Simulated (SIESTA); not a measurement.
BPd2:

```
Pd B
1.0
     4.69180    0.00000    0.00000
     0.00000    5.12710    0.00000
     0.00000    0.00000    3.10960
Pd B
4 2
Direct
  0.25000 0.84489 0.50000
  0.75000 0.15511 0.50000
  0.75000 0.65511 0.00000
  0.25000 0.34489 0.00000
  0.50000 0.50000 0.50000
  0.00000 0.00000 0.00000
```

| Item | Value |
| --- | --- |
| Program | SIESTA 5.4.2 |
| Task | single point |
| Functional | PBEsol |
| Potentials or basis | PseudoDojo 0.4 standard (PBEsol files) |
| Basis | DZP (energy shift 0.003 Ry; two zetas on semicore shells) |
| Grid cutoff | 800 Ry |
| Energy shift | 0.003 Ry |
| k mesh | 6 × 5 × 9 |
| Occupations | fermi-dirac, width 0.05 eV |
| Spin | no spin polarisation |

On this cell: pressure 0.3 GPa; largest force 0.035 eV/Å; band gap on the k mesh none (metal or under the smearing width).

The same run follows on a disturbed copy (atoms moved at random, drawn with an rms of 0.05 Å):

```
Pd B
1.0
     4.69180    0.00000    0.00000
     0.00000    5.12710    0.00000
     0.00000    0.00000    3.10960
Pd B
4 2
Direct
  0.25890 0.84082 0.47710
  0.76287 0.15917 0.49767
  0.75756 0.65764 0.99512
  0.24535 0.33528 0.99792
  0.49652 0.49365 0.49946
  0.00817 0.99570 0.99457
```

Problem. What does the disturbed cell give?

Solution. The energy (extrapolated to zero smearing) moves by +11.4 meV/atom; pressure 0.3 GPa; largest force 0.916 eV/Å; band gap on the k mesh none (metal or under the smearing width).

Forces in eV/Å, atoms in the order of the input:
```
Pd   0.091  0.008  0.539
Pd  -0.402 -0.118 -0.049
Pd  -0.488 -0.407 -0.026
Pd   0.693  0.596 -0.058
B    0.305  0.074 -0.108
B   -0.201 -0.151 -0.297
```

Stress tensor (GPa, compression positive):
```
 0.37 -0.16  1.07
-0.16  1.11 -0.31
 1.07 -0.31 -0.48
```

Caveats: the basis of atomic orbitals isn't converged, which shifts pressures, moduli and gaps.
